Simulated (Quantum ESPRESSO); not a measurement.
# SiO (Pm-3m) in Quantum ESPRESSO: settings compared, part 5 of 5

Quantum ESPRESSO 7.5. Earlier steps stand in the parts before.

### 6 Phonon dispersion, LDA

The input, pw.in:

```
&CONTROL
  calculation = 'scf'
  prefix = 'pwscf'
  outdir = './tmp'
  pseudo_dir = './pseudo'
  tprnfor = .true.
  tstress = .true.
  disk_io = 'low'
/
&SYSTEM
  ibrav = 0
  nat = 2
  ntyp = 2
  ecutwfc = 84
  nbnd = 10
  occupations = 'smearing'
  smearing = 'fd'
  degauss = 0.00367493
/
&ELECTRONS
  conv_thr = 4d-10
  electron_maxstep = 120
  mixing_beta = 0.5
/
ATOMIC_SPECIES
Si    28.0850 Si.upf
O     15.9990 O.upf
CELL_PARAMETERS angstrom
   2.8069700000    0.0000000000    0.0000000000
   0.0000000000    2.8069700000    0.0000000000
   0.0000000000    0.0000000000    2.8069700000
ATOMIC_POSITIONS crystal
Si     0.0000000000    0.0000000000    0.0000000000
O      0.5000000000    0.5000000000    0.5000000000
K_POINTS automatic
6 6 6 1 1 1
```

The input, relax.in:

```
&CONTROL
  calculation = 'vc-relax'
  prefix = 'pwscf'
  outdir = './tmp'
  pseudo_dir = './pseudo'
  tprnfor = .true.
  tstress = .true.
  disk_io = 'low'
  nstep = 40
  forc_conv_thr = 0.0001
  etot_conv_thr = 1d-06
/
&SYSTEM
  ibrav = 0
  nat = 2
  ntyp = 2
  ecutwfc = 84
  nbnd = 10
  occupations = 'smearing'
  smearing = 'fd'
  degauss = 0.00367493
/
&ELECTRONS
  conv_thr = 4d-10
  electron_maxstep = 120
  mixing_beta = 0.5
/
&IONS
  ion_dynamics = 'bfgs'
/
&CELL
  cell_dynamics = 'bfgs'
  press = 0
  press_conv_thr = 0.2
/
ATOMIC_SPECIES
Si    28.0850 Si.upf
O     15.9990 O.upf
CELL_PARAMETERS angstrom
   2.8069700000    0.0000000000    0.0000000000
   0.0000000000    2.8069700000    0.0000000000
   0.0000000000    0.0000000000    2.8069700000
ATOMIC_POSITIONS crystal
Si     0.0000000000    0.0000000000    0.0000000000
O      0.5000000000    0.5000000000    0.5000000000
K_POINTS automatic
6 6 6 1 1 1
```

The input, scf2.in:

```
&CONTROL
  calculation = 'scf'
  prefix = 'pwscf'
  outdir = './tmp'
  pseudo_dir = './pseudo'
  tprnfor = .true.
  tstress = .true.
  disk_io = 'low'
/
&SYSTEM
  ibrav = 0
  nat = 2
  ntyp = 2
  ecutwfc = 84
  nbnd = 10
  occupations = 'smearing'
  smearing = 'fd'
  degauss = 0.00367493
/
&ELECTRONS
  conv_thr = 1d-13
  electron_maxstep = 120
  mixing_beta = 0.5
  startingpot = 'file'
  startingwfc = 'file'
/
ATOMIC_SPECIES
Si    28.0850 Si.upf
O     15.9990 O.upf
CELL_PARAMETERS angstrom
   2.7424567733    0.0000000000    0.0000000000
   0.0000000000    2.7424567733    0.0000000000
   0.0000000000    0.0000000000    2.7424567733
ATOMIC_POSITIONS crystal
Si     0.0000000000    0.0000000000    0.0000000000
O      0.5000000000    0.5000000000    0.5000000000
K_POINTS automatic
6 6 6 1 1 1
```

The input, ph.in:

```
phonon_bands of SiO
&INPUTPH
  prefix = 'pwscf'
  outdir = './tmp'
  tr2_ph = 1d-18
  fildyn = 'dyn'
  niter_ph = 90
  alpha_mix(1) = 0.4
  ldisp = .true.
  nq1 = 3
  nq2 = 3
  nq3 = 3
/
```

The input, q2r.in:

```
&INPUT
  fildyn = 'dyn'
  zasr = 'crystal'
  flfrc = 'fc'
/
```

The input, matdyn.in:

```
&INPUT
  asr = 'crystal'
  flfrc = 'fc'
  flfrq = 'freq'
  q_in_cryst_coord = .true.
  flvec = ' '
/
80
 0.0000000000  0.0000000000  0.0000000000
 0.0000000000  0.0500000000  0.0000000000
 0.0000000000  0.1000000000  0.0000000000
 0.0000000000  0.1500000000  0.0000000000
 0.0000000000  0.2000000000  0.0000000000
 0.0000000000  0.2500000000  0.0000000000
 0.0000000000  0.3000000000  0.0000000000
 0.0000000000  0.3500000000  0.0000000000
 0.0000000000  0.4000000000  0.0000000000
 0.0000000000  0.4500000000  0.0000000000
 0.0000000000  0.5000000000  0.0000000000
 0.0500000000  0.5000000000  0.0000000000
 0.1000000000  0.5000000000  0.0000000000
 0.1500000000  0.5000000000  0.0000000000
 0.2000000000  0.5000000000  0.0000000000
 0.2500000000  0.5000000000  0.0000000000
 0.3000000000  0.5000000000  0.0000000000
 0.3500000000  0.5000000000  0.0000000000
 0.4000000000  0.5000000000  0.0000000000
 0.4500000000  0.5000000000  0.0000000000
 0.5000000000  0.5000000000  0.0000000000
 0.4642857143  0.4642857143  0.0000000000
 0.4285714286  0.4285714286  0.0000000000
 0.3928571429  0.3928571429  0.0000000000
 0.3571428571  0.3571428571  0.0000000000
 0.3214285714  0.3214285714  0.0000000000
 0.2857142857  0.2857142857  0.0000000000
 0.2500000000  0.2500000000  0.0000000000
 0.2142857143  0.2142857143  0.0000000000
 0.1785714286  0.1785714286  0.0000000000
 0.1428571429  0.1428571429  0.0000000000
 0.1071428571  0.1071428571  0.0000000000
 0.0714285714  0.0714285714  0.0000000000
 0.0357142857  0.0357142857  0.0000000000
 0.0000000000  0.0000000000  0.0000000000
 0.0277777778  0.0277777778  0.0277777778
 0.0555555556  0.0555555556  0.0555555556
 0.0833333333  0.0833333333  0.0833333333
 0.1111111111  0.1111111111  0.1111111111
 0.1388888889  0.1388888889  0.1388888889
 0.1666666667  0.1666666667  0.1666666667
 0.1944444444  0.1944444444  0.1944444444
 0.2222222222  0.2222222222  0.2222222222
 0.2500000000  0.2500000000  0.2500000000
 0.2777777778  0.2777777778  0.2777777778
 0.3055555556  0.3055555556  0.3055555556
 0.3333333333  0.3333333333  0.3333333333
 0.3611111111  0.3611111111  0.3611111111
 0.3888888889  0.3888888889  0.3888888889
 0.4166666667  0.4166666667  0.4166666667
 0.4444444444  0.4444444444  0.4444444444
 0.4722222222  0.4722222222  0.4722222222
 0.5000000000  0.5000000000  0.5000000000
 0.4666666667  0.5000000000  0.4666666667
 0.4333333333  0.5000000000  0.4333333333
 0.4000000000  0.5000000000  0.4000000000
 0.3666666667  0.5000000000  0.3666666667
 0.3333333333  0.5000000000  0.3333333333
 0.3000000000  0.5000000000  0.3000000000
 0.2666666667  0.5000000000  0.2666666667
 0.2333333333  0.5000000000  0.2333333333
 0.2000000000  0.5000000000  0.2000000000
 0.1666666667  0.5000000000  0.1666666667
 0.1333333333  0.5000000000  0.1333333333
 0.1000000000  0.5000000000  0.1000000000
 0.0666666667  0.5000000000  0.0666666667
 0.0333333333  0.5000000000  0.0333333333
 0.0000000000  0.5000000000  0.0000000000
 0.5000000000  0.5000000000  0.0000000000
 0.5000000000  0.5000000000  0.0454545455
 0.5000000000  0.5000000000  0.0909090909
 0.5000000000  0.5000000000  0.1363636364
 0.5000000000  0.5000000000  0.1818181818
 0.5000000000  0.5000000000  0.2272727273
 0.5000000000  0.5000000000  0.2727272727
 0.5000000000  0.5000000000  0.3181818182
 0.5000000000  0.5000000000  0.3636363636
 0.5000000000  0.5000000000  0.4090909091
 0.5000000000  0.5000000000  0.4545454545
 0.5000000000  0.5000000000  0.5000000000
```

The input, matdyn_dos.in:

```
&INPUT
  asr = 'crystal'
  flfrc = 'fc'
  dos = .true.
  fldos = 'phdos'
  nk1 = 9
  nk2 = 9
  nk3 = 9
  deltaE = 1
  flvec = ' '
  flfrq = ' '
/
```

The input, matdyn_mesh.in:

```
&INPUT
  asr = 'crystal'
  flfrc = 'fc'
  flfrq = 'mesh'
  q_in_cryst_coord = .true.
  flvec = ' '
/
512
 0.06250000  0.06250000  0.06250000
 0.06250000  0.06250000  0.18750000
 0.06250000  0.06250000  0.31250000
[... 509 further points of the even 8 x 8 x 8 mesh, shifted by half a step ...]
```

Potentials or basis: PseudoDojo 0.4.1 SR LDA standard.

Launch:

```console
$ OMP_NUM_THREADS=1 pw.x -in pw.in > pw.out
$ OMP_NUM_THREADS=1 pw.x -in relax.in > relax.out
$ OMP_NUM_THREADS=1 pw.x -in scf2.in > scf2.out
$ OMP_NUM_THREADS=1 ph.x -in ph.in > ph.out
$ OMP_NUM_THREADS=1 q2r.x -in q2r.in > q2r.out
$ OMP_NUM_THREADS=1 matdyn.x -in matdyn.in > matdyn.out
$ OMP_NUM_THREADS=1 matdyn.x -in matdyn_dos.in > matdyn_dos.out
$ OMP_NUM_THREADS=1 matdyn.x -in matdyn_mesh.in > matdyn_mesh.out
```

pw.out:

```text
This program is part of the open-source Quantum ESPRESSO suite
     for quantum simulation of materials; please cite
[... 9 lines left out ...]
     --------------------
     sticks:   dense  smooth     PW     G-vecs:    dense   smooth      PW
     Sum         749     749    221                15515    15515    2517

     Using Slab Decomposition

     bravais-lattice index     =            0
     lattice parameter (alat)  =       5.3044  a.u.
     unit-cell volume          =     149.2485 (a.u.)^3
     number of atoms/cell      =            2
     number of atomic types    =            2
     number of electrons       =        10.00
     number of Kohn-Sham states=           10
     kinetic-energy cutoff     =      84.0000  Ry
     charge density cutoff     =     336.0000  Ry
     scf convergence threshold =      4.0E-10
     mixing beta               =       0.5000
     number of iterations used =            8  plain     mixing
     Exchange-correlation= SLA  PW   NOGX NOGC
                           (   1   4   0   0   0   0   0)

[... 141 lines left out ...]
     Davidson diagonalization with overlap
     ethr =  1.47E-10,  avg # of iterations =  1.0

     End of self-consistent calculation

          k = 0.0833 0.0833 0.0833 (  1935 PWs)   bands (ev):

   -10.1592   1.8546   5.6221   5.6221   6.9333  14.6693  14.6693  16.3544
    18.6157  18.6157
[... 43 lines left out ...]
    -7.8406   3.3778   4.1258   4.1258   7.1208   9.0483   9.0483  11.3860
    21.2759  21.8503

     the Fermi energy is     9.0129 ev

!    total energy              =     -41.39674376 Ry
     estimated scf accuracy    <          3.2E-10 Ry
     smearing contrib. (-TS)   =      -0.00088285 Ry
     internal energy E=F+TS    =     -41.39586091 Ry

     The total energy is F=E-TS. E is the sum of the following terms:
     one-electron contribution =      -4.04884741 Ry
     hartree contribution      =       8.89403849 Ry
     xc contribution           =     -11.16974585 Ry
     ewald contribution        =     -35.07130614 Ry

     convergence has been achieved in  11 iterations

     Forces acting on atoms (cartesian axes, Ry/au):

     atom    1 type  1   force =     0.00000000    0.00000000    0.00000000
     atom    2 type  2   force =     0.00000000    0.00000000    0.00000000

     Total force =     0.000000     Total SCF correction =     0.000000

     Computing stress (Cartesian axis) and pressure

          total   stress  (Ry/bohr**3)                   (kbar)     P=      -77.66
  -0.00052794   0.00000000   0.00000000          -77.66        0.00        0.00
   0.00000000  -0.00052794   0.00000000            0.00      -77.66        0.00
   0.00000000   0.00000000  -0.00052794            0.00        0.00      -77.66

=------------------------------------------------------------------------------=
   JOB DONE.
=------------------------------------------------------------------------------=
```

scf2.out:

```text
This program is part of the open-source Quantum ESPRESSO suite
     for quantum simulation of materials; please cite
[... 9 lines left out ...]
     --------------------
     sticks:   dense  smooth     PW     G-vecs:    dense   smooth      PW
     Sum         717     717    221                14411    14411    2373
[... 188 lines left out ...]
  -0.00000213   0.00000000   0.00000000           -0.31        0.00        0.00
   0.00000000  -0.00000213   0.00000000            0.00       -0.31        0.00
   0.00000000   0.00000000  -0.00000213            0.00        0.00       -0.31

=------------------------------------------------------------------------------=
   JOB DONE.
=------------------------------------------------------------------------------=
```

Run time: 7.2 min. Hardware: 1 thread of Arm Neoverse V1, shared host; peak memory 0.09 GiB.

What came out:

| Item | Value |
| --- | --- |
| Free energy | -563.2690 eV |
| Relaxed volume | 10.31 Å³/atom |
| Relaxed cell | a = 2.742 Å, b = 2.742 Å, c = 2.742 Å, α = 90.00°, β = 90.00°, γ = 90.00° |
| Space group after relaxing (to 0.05 Å) | Pm-3m (No. 221) |
| Pressure after relaxing | 0.0 GPa |
| Band gap on the k mesh | none (metal or under the smearing width) |
| Highest phonon frequency | 392 cm⁻¹ |
| Most unstable mode | 441i cm⁻¹ |

Step by step:
| step | energy change (eV) | largest force (eV/Å) | pressure (GPa) | volume (Å³) |
| --- | --- | --- | --- | --- |
| 1 | 0.0000 | 0.0000 | -7.77 | 22.12 |
| 2 | -0.0307 | 0.0000 | -3.53 | 21.25 |
| 3 | -0.0378 | 0.0000 | 0.28 | 20.58 |
| 4 | -0.0378 | 0.0000 | -0.02 | 20.63 |
| 5 | -0.0378 | 0.0000 | 0.00 | 20.63 |

Final structure:
```yaml
crystal:
  lattice:
    - [2.74246, 0.00000, 0.00000]
    - [0.00000, 2.74246, 0.00000]
    - [0.00000, 0.00000, 2.74246]
  atoms:
    - { symbol: Si, position: [0.00000, 0.00000, 0.00000] }
    - { symbol: O, position: [0.50000, 0.50000, 0.50000] }
```

Levels at points of the mesh, in eV from the Fermi level:
```
           k point  band 1  band 2  band 3  band 4  band 5  band 6  band 7  band 8  band 9  band 10
(0.08, 0.08, 0.08)  -19.92   -7.18   -3.81   -3.81   -2.28    5.70    5.70    7.90   10.05    10.05
```

Phonon frequencies in cm⁻¹ (negative: imaginary):
| q point | frequencies |
| --- | --- |
| (0.000, 0.000, 0.000) | -441 -441 -441 0 0 0 |
| (0.000, 0.350, 0.000) | -304 -304 -145 -145 -129 328 |
| (0.200, 0.500, 0.000) | -279 -274 -271 -192 -96 331 |
| (0.464, 0.464, 0.000) | -413 -402 -311 -223 164 165 |
| (0.214, 0.214, 0.000) | -416 -343 -156 -146 89 188 |
| (0.028, 0.028, 0.028) | -439 -439 -432 -27 -27 40 |
| (0.222, 0.222, 0.222) | -320 -320 -220 55 55 106 |
| (0.417, 0.417, 0.417) | -128 89 89 193 253 253 |
| (0.367, 0.500, 0.367) | -182 -143 -45 185 188 269 |
| (0.133, 0.500, 0.133) | -311 -270 -239 -111 -26 338 |
| (0.500, 0.500, 0.091) | -389 -389 -298 -200 165 165 |
| (0.500, 0.500, 0.409) | 100 119 119 256 256 264 |

Phonon frequencies at the corners of the path (cm⁻¹, interpolated; i marks imaginary ones):
| point | frequencies |
| --- | --- |
| Γ | 441i 441i 441i 0 0 0 |
| X | 251i 251i 172i 172i 110 392 |
| M | 412i 412i 313i 224i 162 162 |
| R | 139 139 139 282 282 282 |

Phonon states per cell in windows of 50 cm⁻¹ (negative: imaginary):
```csv
from (cm⁻¹),total,Si,O
-450,0.13,0.03,0.10
-400,0.62,0.12,0.50
-350,0.61,0.18,0.43
-300,0.73,0.42,0.31
-250,0.53,0.30,0.24
-200,0.41,0.16,0.25
-150,0.40,0.15,0.25
-100,0.43,0.20,0.23
-50,0.22,0.10,0.12
0,0.18,0.10,0.08
50,0.19,0.11,0.08
100,0.30,0.19,0.11
150,0.52,0.36,0.15
200,0.44,0.31,0.13
250,0.19,0.16,0.03
300,0.10,0.09,0.00
350,0.03,0.03,0.00
```

Caveat: the k mesh is coarse (spacing up to 0.37 Å⁻¹), so the values aren't converged; the mesh is thin for the phonons of a metal; some modes are imaginary.

### 7 Summary

```csv
task,level,potentials or basis,cell,k mesh,cutoff (eV),iterations,mixing beta,form of the LDA correlation,q mesh,other keys,mesh quality,gap on the mesh (eV),pressure (GPa)
energy-loss spectrum,PBEsol,PseudoDojo 0.4.1 SR PBEsol standard,as given,"6 × 6 × 6, shifted",1143,200,0.5,-,-,-,not flagged,-,-3.9
energy-loss spectrum,PBEsol,PseudoDojo 0.4.1 SR PBEsol standard,as given,"6 × 6 × 6, shifted",1143,300,0.5,-,-,-,not flagged,-,-3.9
phonons and Raman activities,revPBE,SG15 PBE 1.2,relaxed,"6 × 6 × 6, shifted",1197,-,0.5,-,-,-,not flagged,-,0.7
energy-loss spectrum,LDA,GBRV 1.5 LDA,as given,"5 × 5 × 5, shifted",612,400,0.05,PZ81,-,mixing_beta = 0.05; k = 5 × 5 × 5,coarse,none,-6.3
phonon dispersion,LDA,PseudoDojo 0.4.1 SR LDA standard,relaxed,"6 × 6 × 6, shifted",1143,-,0.5,PW92,3 × 3 × 3,-,coarse,none,0.0
```

Alike in all rows: no spin polarisation; smearing fermi-dirac 0.05 eV.

Caveats: some runs use coarse meshes; the gap on the mesh is small and may close between mesh points, in which case fixed occupations spoil the response (some runs); the Lanczos chain is short for so many electrons, so humps in the spectrum may be artefacts (some runs); some modes are imaginary (some runs); the acoustic modes lie far from zero, so the frequencies are unreliable (some runs); the potentials were made for another functional, which shifts forces and pressure (some runs); the mesh is thin for the phonons of a metal (some runs).

Absolute energies hang on the potentials; compare differences alone.
